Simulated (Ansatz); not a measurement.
# CH6Ge: the cost of one run

The runs use Ansatz 0.2.0, Gaussian basis; PBE0-D4/def2-TZVP structures, single points in def2-TZVPP, no counterpoise correction.

Levels: SPW92, PBE-D4, BLYP-D4, r2SCAN-D4, B97M-V, PBE0-D4, B3LYP-D4, r2SCAN0-D4, BHLYP-D4, CAM-B3LYP-D4, wB97X-V, wB97M-V, B2PLYP, PBE-QIDH, RPA on PBE, Hartree-Fock, MP2, CCSD, CCSD(T).

Cores are frozen in the correlated methods. Filled d shells of the heavier atoms are correlated. B3LYP uses VWN-RPA correlation. B2PLYP carries no dispersion term here.

94 further runs of the same task are left out: 94 set aside as unsound or not needed. Runs told in other sessions of the task aren't counted.

## (1) Where the work starts

The complex: 12 atoms, charge 0, spin multiplicity 1.

Atoms are counted from 1 here; the program's logs count them from 0.

Bond lengths: Ge1–C2 1.952 Å, Ge1–H3 1.540 Å, Ge1–H4 1.540 Å, Ge1–H5 1.540 Å, C2–H8 1.091 Å, C2–H9 1.091 Å, C2–H10 1.091 Å, H6–As7 1.522 Å, As7–H11 1.522 Å, As7–H12 1.523 Å. Angles: C2–Ge1–H3 110.6°, C2–Ge1–H4 110.6°, C2–Ge1–H5 110.4°, H3–Ge1–H4 108.4°, H3–Ge1–H5 108.4°, H4–Ge1–H5 108.4°, Ge1–C2–H8 110.1°, Ge1–C2–H9 110.2°, Ge1–C2–H10 110.2°, H8–C2–H9 108.8°, H8–C2–H10 108.8°, H9–C2–H10 108.7°, H6–As7–H11 92.0°, H6–As7–H12 92.0°, H11–As7–H12 92.1°.

As a file:

| atom | x (Å) | y (Å) | z (Å) |
| --- | --- | --- | --- |
| Ge1 | -1.46714 | 0.00306 | 0.64651 |
| C2 | -0.13675 | 1.42765 | 0.54166 |
| H3 | -1.91719 | -0.42108 | -0.76352 |
| H4 | -0.88546 | -1.22985 | 1.36191 |
| H5 | -2.70478 | 0.48079 | 1.42861 |
| H6 | 0.56101 | -1.36918 | -1.80512 |
| As7 | 1.96042 | -1.85369 | -1.45473 |
| H8 | 0.73556 | 1.08573 | -0.01643 |
| H9 | 0.18064 | 1.72201 | 1.54279 |
| H10 | -0.55630 | 2.29950 | 0.03825 |
| H11 | 1.69792 | -1.69876 | 0.03621 |
| H12 | 2.53217 | -0.44621 | -1.55605 |

Its parts: CH6Ge holds atoms 1, 2, 3, 4, 5, 8, 9, 10; AsH3 holds atoms 6, 7, 11, 12. Each part counts its atoms afresh in its own runs.

## (2) Relaxing CH6Ge alone

Contents of relax-a/in.yaml:

```yaml
crystal:
  periodic: [false, false, false]
  atoms:
    - {symbol: Ge, position_ang: [-1.467145, 0.003057, 0.646508]}
    - {symbol: C, position_ang: [-0.136751, 1.427655, 0.541662]}
    - {symbol: H, position_ang: [-1.917187, -0.421078, -0.763520]}
    - {symbol: H, position_ang: [-0.885457, -1.229845, 1.361913]}
    - {symbol: H, position_ang: [-2.704780, 0.480790, 1.428608]}
    - {symbol: H, position_ang: [0.735564, 1.085732, -0.016432]}
    - {symbol: H, position_ang: [0.180642, 1.722009, 1.542795]}
    - {symbol: H, position_ang: [-0.556304, 2.299505, 0.038253]}
basis:
  gaussian: {orbitals: def2-TZVP}
hamiltonian: {xc: pbe0, dispersion: d4}
relax: {f_tol: 0.005, max_steps: 200}
```

On the command line:

```sh
$ ansatz run in.yaml --threads 8 --pin off --events-out ev --progress --plain --max-ram 19148MiB
```

**Question.** How long does this run take on 8 threads of Arm Neoverse V2, shared host?

About 2 s.
